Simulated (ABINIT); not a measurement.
SrTb, 2 atoms in the cell. Symmetry: P-6m2, No. 187, hexagonal system. Conventional cell: a = 3.815 Å, b = 3.815 Å, c = 6.358 Å, α = 90.00°, β = 90.00°, γ = 120.00°. Around Tb (site symmetry -6m2) lie 6 Tb at 3.82 Å and 6 Sr at 3.87 Å. Around Sr (site symmetry -6m2) lie 6 Sr at 3.82 Å and 6 Tb at 3.87 Å. The cell comes from a database or a generator and needn't be the stable form of this composition.

* Program: ABINIT 10.8.3 (patched build)
* Task: single point
* Functional: PBE
* Potentials or basis: JTH PAW PBE v2.0
* Cutoff: 544 eV
* k mesh: 8 × 8 × 4
* Occupations: fermi-dirac, width 0.05 eV
* Spin: collinear spin, ferromagnetic start
* Starting moments: [6.0, 0.0] μB
* Fine-grid cutoff: 1088.46 eV

Potentials or basis: JTH PAW PBE v2.0.

Run with:

```bash
$ abinit run.abi > log 2>&1
```

Hardware: 1 thread of Arm Neoverse V2, with other jobs on the host.

Q: How long does it take, and how much memory?

A: Run time: 7.8 min on 1 thread of Arm Neoverse V2, on a shared host, peak memory 0.26 GiB. Counts: scf iterations 72, mpi ranks 1, k points 30, bands 23, plane waves 2332.
